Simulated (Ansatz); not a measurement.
**BF (SMILES [B]F): a chain of runs**

Aim: a series of 48 runs (LC-wPBE/cc-pVDZ, MP2/aug-cc-pVDZ, UMP2/aug-cc-pVDZ, MP2/aug-cc-pVTZ, UMP2/aug-cc-pVTZ, MP2/aug-cc-pVQZ, UMP2/aug-cc-pVQZ, MP2/aug-cc-pV5Z, and more) of BF and its partners. 

The results are computed with Ansatz 0.2.0.

## (1) The molecule

The species is BF (2 atoms), meant as a singlet with charge 0. SMILES: `[B]F`. Geometry: relaxed at PBE0-D4/def2-TZVP. The run starts from this shape.

Bond lengths: B1–F2 1.263 Å.

## (2) A geometry optimisation at LC-wPBE/cc-pVDZ (xc omega 0.05) (run 1)

Contents of run.yaml:

```yaml
crystal:
  periodic: [false, false, false]
  atoms:
    - {symbol: B, position_ang: [0.000000, -0.000000, -0.009350]}
    - {symbol: F, position_ang: [-0.000000, 0.000000, 1.253740]}
basis:
  gaussian:
    orbitals: cc-pVDZ
hamiltonian:
  xc: {name: LC-wPBE, parameters: {omega: 0.05/bohr}}
relax:
  f_tol: 0.002
```

Launch:

```
ansatz run run.yaml --threads 1 --pin off --max-ram 3480MiB --events-out events.jsonl --progress --plain --runs-dir runs
```

The program printed:

```text
Warning: RAYON_NUM_THREADS=1 ignored (pool sized by the plan → 1); use --threads N
The last accepted step is kept in runs//last_step.txt (removed where the run ends without a failure and the disk answers)
[... 6 lines left out ...]
290 factors; their error is unknown
[... 10 lines left out ...]
290 factors; their error is unknown
[... 7 lines left out ...]
290 factors; their error is unknown
[... 6 lines left out ...]
290 factors; their error is unknown
[... 6 lines left out ...]
290 factors; their error is unknown
[... 4 lines left out ...]
Total energy: -3388.98072576 eV, -124.5427445382 hartree
[... 2 lines left out ...]
Dipole moment:     0.000000     0.000000     0.225947 e Å
```

Run time: 2.2 s. Hardware: 1 thread of Arm Neoverse V1, shared host.

Steps, from the record of the run:

| step | energy from the first frame kept (eV) | largest force (eV/Å) |
| --- | --- | --- |
| 1 | 0.0000 | 1.4961 |
| 2 | -0.0180 | 0.6591 |
| 3 | -0.0227 | 0.0498 |
| 4 | -0.0227 | 0.0000 |

After the run. Bond lengths: B1–F2 1.295 Å.

## (3) The harmonic vibrations at LC-wPBE/cc-pVDZ (xc omega 0.05) (run 2)

Contents of run.yaml:

```yaml
crystal:
  periodic: [false, false, false]
  atoms:
    - {symbol: B, position_ang: [-0.000000, -0.000000, -0.025089]}
    - {symbol: F, position_ang: [0.000000, 0.000000, 1.269479]}
basis:
  gaussian: {orbitals: cc-pVDZ}
hamiltonian: {xc: {name: LC-wPBE, parameters: {omega: 0.05/bohr}}}
phonons: {}
```

Launch:

```
ansatz run run.yaml --threads 1 --pin off --max-ram 3480MiB --events-out events.jsonl --progress --plain --runs-dir runs
```

The program printed:

```text
Warning: RAYON_NUM_THREADS=1 ignored (pool sized by the plan → 1); use --threads N
[... 6 lines left out ...]
290 factors; their error is unknown
[... 16 lines left out ...]
290 factors; their error is unknown
[... 12 lines left out ...]
290 factors; their error is unknown
[... 11 lines left out ...]
290 factors; their error is unknown
[... 5 lines left out ...]
290 factors; their error is unknown
[... 5 lines left out ...]
290 factors; their error is unknown
[... 6 lines left out ...]
290 factors; their error is unknown
[... 5 lines left out ...]
290 factors; their error is unknown
[... 5 lines left out ...]
290 factors; their error is unknown
[... 5 lines left out ...]
290 factors; their error is unknown
[... 8 lines left out ...]
Dipole moment:    -0.000000     0.000000     0.225948 e Å
Vibrations: 1298.49 cm⁻¹, zero-point energy 0.080496 eV
```

Run time: 3.9 s. Hardware: 1 thread of Arm Neoverse V1, shared host.

Runs 3 to 43 aren't shown in full; the table further down has their settings and results.

## (4) The harmonic vibrations at MP2/x2c-SVPall (sfX2C) (run 44)

Contents of job.yaml:

```yaml
basis:
  gaussian:
    orbitals: x2c-SVPall.json
crystal:
  periodic: [false, false, false]
  atoms:
    - symbol: B
      position_ang: [-0.000000, 0.000000, -0.012241]
    - symbol: F
      position_ang: [0.000000, -0.000000, 1.256631]
correlation:
  method: mp2
  frozen_orbitals: {B: 1, F: 1}
phonons: {}
```

The basis set x2c-SVPall is read from a file made from the Basis Set Exchange's data (not shown).

Launch:

```
ansatz run job.yaml --threads 1 --pin off --max-ram 3480MiB --events-out events.jsonl --progress --plain --runs-dir runs
```

The program printed:

```text
Warning: RAYON_NUM_THREADS=1 ignored (pool sized by the plan → 1); use --threads N
[... 26 lines left out ...]
2 core orbitals not correlated: weight in the atoms' cores, before any rotation towards them, 1.000 or more for the frozen orbitals, at most 0.000 for the correlated occupied ones
[... 29 lines left out ...]
2 core orbitals not correlated: weight in the atoms' cores, before any rotation towards them, 1.000 or more for the frozen orbitals, at most 0.000 for the correlated occupied ones
[... 28 lines left out ...]
2 core orbitals not correlated: weight in the atoms' cores, before any rotation towards them, 1.000 or more for the frozen orbitals, at most 0.000 for the correlated occupied ones
[... 21 lines left out ...]
Dipole moment:     0.000000    -0.000000     0.244519 e Å
[... 1 line left out ...]
Checks for a lower state left out: cluster_reference
```

Wall time 1.9 s (1 thread of Arm Neoverse V1, shared host).

Runs 45 to 47 aren't shown in full; the table further down has their settings and results.

## (5) The harmonic vibrations at MP2/x2c-TZVPPall (sfX2C) (run 48)

Contents of in.yaml:

```yaml
crystal:
  periodic: [false, false, false]
  atoms:
    - {symbol: B, position_ang: [-0.000000, -0.000000, -0.012374]}
    - {symbol: F, position_ang: [0.000000, 0.000000, 1.256764]}
basis:
  gaussian:
    orbitals: x2c-TZVPPall
correlation:
  method: mp2
  frozen_orbitals: {B: 1, F: 1}
phonons: {}
```

Launch:

```
ansatz run in.yaml --threads 1 --pin off --max-ram 3480MiB --events-out events.jsonl --progress --plain --runs-dir runs
```

The program printed:

```text
Warning: RAYON_NUM_THREADS=1 ignored (pool sized by the plan → 1); use --threads N
[... 26 lines left out ...]
2 core orbitals not correlated: weight in the atoms' cores, before any rotation towards them, 1.000 or more for the frozen orbitals, at most 0.000 for the correlated occupied ones
[... 29 lines left out ...]
2 core orbitals not correlated: weight in the atoms' cores, before any rotation towards them, 1.000 or more for the frozen orbitals, at most 0.000 for the correlated occupied ones
[... 28 lines left out ...]
2 core orbitals not correlated: weight in the atoms' cores, before any rotation towards them, 1.000 or more for the frozen orbitals, at most 0.000 for the correlated occupied ones
[... 21 lines left out ...]
Dipole moment:     0.000000    -0.000000     0.205324 e Å
[... 1 line left out ...]
Checks for a lower state left out: cluster_reference
```

Run time: 6.3 s. Hardware: 1 thread of Arm Neoverse V1, shared host.

## (6) Overview of the runs

| run | level | walk f tol | task | partner | energy (Eh) | dipole moment (D) | wall time |
| --- | --- | --- | --- | --- | --- | --- | --- |
| 1 | LC-wPBE/cc-pVDZ (xc omega 0.05) | 0.002 | optimise | base | -124.542745 | 1.09 | 2.2 s |
| 2 | LC-wPBE/cc-pVDZ (xc omega 0.05) | – | frequencies | base | -124.542745 | 1.09 | 3.9 s |
| 3 | LC-wPBE/cc-pVDZ (xc omega 0.1) | 0.002 | optimise | base | -124.545552 | 1.09 | 2.3 s |
| 4 | LC-wPBE/cc-pVDZ (xc omega 0.1) | – | frequencies | base | -124.545552 | 1.09 | 3.9 s |
| 5 | LC-wPBE/cc-pVDZ (xc omega 0.15) | 0.002 | optimise | base | -124.550314 | 1.09 | 1.7 s |
| 6 | LC-wPBE/cc-pVDZ (xc omega 0.15) | – | frequencies | base | -124.550314 | 1.09 | 3 s |
| 7 | LC-wPBE/cc-pVDZ (xc omega 0.2) | 0.002 | optimise | base | -124.556106 | 1.10 | 1.7 s |
| 8 | LC-wPBE/cc-pVDZ (xc omega 0.2) | – | frequencies | base | -124.556106 | 1.10 | 3 s |
| 9 | LC-wPBE/cc-pVDZ (xc omega 0.3) | 0.002 | optimise | base | -124.567887 | 1.11 | 1.8 s |
| 10 | LC-wPBE/cc-pVDZ (xc omega 0.3) | – | frequencies | base | -124.567887 | 1.11 | 3.3 s |
| 11 | LC-wPBE/cc-pVDZ (xc omega 0.4) | 0.002 | optimise | base | -124.577779 | 1.10 | 1.7 s |
| 12 | LC-wPBE/cc-pVDZ (xc omega 0.4) | – | frequencies | base | -124.577779 | 1.10 | 3 s |
| 13 | LC-wPBE/cc-pVDZ (xc omega 0.5) | 0.002 | optimise | base | -124.585218 | 1.08 | 1.8 s |
| 14 | LC-wPBE/cc-pVDZ (xc omega 0.5) | – | frequencies | base | -124.585218 | 1.08 | 3.3 s |
| 15 | LC-wPBE/cc-pVDZ (xc omega 0.7) | 0.002 | optimise | base | -124.593338 | 1.02 | 1.8 s |
| 16 | LC-wPBE/cc-pVDZ (xc omega 0.7) | – | frequencies | base | -124.593338 | 1.02 | 3.3 s |
| 17 | LC-wPBE/cc-pVDZ (xc omega 1) | 0.002 | optimise | base | -124.592850 | 0.94 | 1.4 s |
| 18 | LC-wPBE/cc-pVDZ (xc omega 1) | – | frequencies | base | -124.592850 | 0.94 | 3.3 s |
| 19 | MP2/aug-cc-pVDZ | – | energy | base | -124.379712 | – | 0.24 s |
| 20 | UMP2/aug-cc-pVDZ | – | energy | atoms | -24.567643 | – | 0.16 s |
| 21 | UMP2/aug-cc-pVDZ | – | energy | atoms | -99.535698 | – | 0.09 s |
| 22 | MP2/aug-cc-pVTZ | – | energy | base | -124.486303 | – | 0.53 s |
| 23 | UMP2/aug-cc-pVTZ | – | energy | atoms | -24.576576 | – | 0.24 s |
| 24 | UMP2/aug-cc-pVTZ | – | energy | atoms | -99.612106 | – | 0.25 s |
| 25 | MP2/aug-cc-pVQZ | – | energy | base | -124.520038 | – | 2.7 s |
| 26 | UMP2/aug-cc-pVQZ | – | energy | atoms | -24.580229 | – | 0.85 s |
| 27 | UMP2/aug-cc-pVQZ | – | energy | atoms | -99.637976 | – | 0.79 s |
| 28 | MP2/aug-cc-pV5Z | – | energy | base | -124.532452 | – | 13 s |
| 29 | UMP2/aug-cc-pV5Z | – | energy | atoms | -24.581477 | – | 3.6 s |
| 30 | UMP2/aug-cc-pV5Z | – | energy | atoms | -99.648051 | – | 3.3 s |
| 31 | RPA@PBE/pcseg-0 | – | energy | base | -123.996279 | – | 0.27 s |
| 32 | RPA@PBE/pcseg-0 | – | energy | cation | -123.597462 | – | 0.43 s |
| 33 | RPA@PBE/pcseg-1 | – | energy | base | -124.433563 | – | 0.39 s |
| 34 | RPA@PBE/pcseg-1 | – | energy | cation | -124.027540 | – | 0.69 s |
| 35 | RPA@PBE/pcseg-2 | – | energy | base | -124.632146 | – | 0.71 s |
| 36 | RPA@PBE/pcseg-2 | – | energy | cation | -124.217219 | – | 0.97 s |
| 37 | RPA@PBE/pcseg-3 | – | energy | base | -124.698729 | – | 2.3 s |
| 38 | RPA@PBE/pcseg-3 | – | energy | cation | -124.278931 | – | 3.6 s |
| 39 | RPA@PBE/pcseg-4 | – | energy | base | -124.725850 | – | 9.3 s |
| 40 | RPA@PBE/pcseg-4 | – | energy | cation | -124.304149 | – | 12 s |
| 41 | MP2/x2c-SV(P)all (sfX2C) | 0.002 | optimise | base | -124.342238 | 1.17 | 0.71 s |
| 42 | MP2/x2c-SV(P)all (sfX2C) | – | frequencies | base | -124.342238 | 1.17 | 1.8 s |
| 43 | MP2/x2c-SVPall (sfX2C) | 0.002 | optimise | base | -124.342238 | 1.17 | 0.73 s |
| 44 | MP2/x2c-SVPall (sfX2C) | – | frequencies | base | -124.342238 | 1.17 | 1.9 s |
| 45 | MP2/x2c-TZVPall (sfX2C) | 0.002 | optimise | base | -124.575846 | 0.99 | 2.7 s |
| 46 | MP2/x2c-TZVPall (sfX2C) | – | frequencies | base | -124.575846 | 0.99 | 6.3 s |
| 47 | MP2/x2c-TZVPPall (sfX2C) | 0.002 | optimise | base | -124.575846 | 0.99 | 2.6 s |
| 48 | MP2/x2c-TZVPPall (sfX2C) | – | frequencies | base | -124.575846 | 0.99 | 6.3 s |

Convergence of the electronic atomisation energy of singlet BF with the basis set, against the last point:

| basis set | from the last (eV) | wall time |
| --- | --- | --- |
| aug-cc-pVDZ | -0.7225 | 0.49 s |
| aug-cc-pVTZ | -0.1443 | 1 s |
| aug-cc-pVQZ | -0.0297 | 4.4 s |
| aug-cc-pV5Z | +0.0000 | 20 s |

Convergence of the HOMO energy (PBE Kohn–Sham orbitals) of singlet BF with the basis set, against the last point:

| basis set | from the last (eV) | wall time |
| --- | --- | --- |
| pcseg-0 | +0.1269 | 0.27 s |
| pcseg-1 | +0.1362 | 0.39 s |
| pcseg-2 | +0.0184 | 0.71 s |
| pcseg-3 | +0.0057 | 2.3 s |
| pcseg-4 | +0.0000 | 9.3 s |

## (7) What came out

| quantity | value |
| --- | --- |
| run 48, MP2/x2c-TZVPPall: total energy | -124.57585 Eh |
| run 48, MP2/x2c-TZVPPall: dipole moment (correlated density) | 0.99 D |
| run 48, MP2/x2c-TZVPPall: correlation energy (2 core orbitals frozen) | -320.3 mEh |
| run 48, MP2/x2c-TZVPPall: largest force on an atom | 0.000 eV/Å |
| run 48, MP2/x2c-TZVPPall: harmonic wavenumber | 1417 cm⁻¹ |
| run 48, MP2/x2c-TZVPPall: zero-point energy | 8.5 kJ/mol |
| electronic atomisation energy, MP2/aug-cc-pVDZ | 7.520 eV |
| electronic atomisation energy, MP2/aug-cc-pVTZ | 8.099 eV |
| electronic atomisation energy, MP2/aug-cc-pVQZ | 8.213 eV |
| electronic atomisation energy, MP2/aug-cc-pV5Z | 8.243 eV |
| vertical ionisation energy (to the doublet cation), RPA@PBE/pcseg-1 | 11.048 eV |
| vertical ionisation energy (to the doublet cation), RPA@PBE/pcseg-2 | 11.291 eV |
| vertical ionisation energy (to the doublet cation), RPA@PBE/pcseg-3 | 11.423 eV |
| vertical ionisation energy (to the doublet cation), RPA@PBE/pcseg-4 | 11.475 eV |

What this shows: For the electronic atomisation energy of singlet BF to stay within 0.1 eV of the last point, aug-cc-pVQZ is the first point of the series from which all later ones do (4.4 s against 20 s). For the HOMO energy (PBE Kohn–Sham orbitals) of singlet BF to stay within 0.1 eV of the last point, pcseg-2 is the first point of the series from which all later ones do (0.71 s against 9.3 s). For the HOMO energy (PBE Kohn–Sham orbitals) of singlet BF to stay within 0.02 eV of the last point, pcseg-2 is the first point of the series from which all later ones do (0.71 s against 9.3 s). Over runs 42, 44, 46, 48 the dipole moment (its size) runs from 0.99 D (MP2/x2c-TZVPall) to 1.17 D (MP2/x2c-SV(P)all). All runs together took 2.1 min, the longest 13 s.
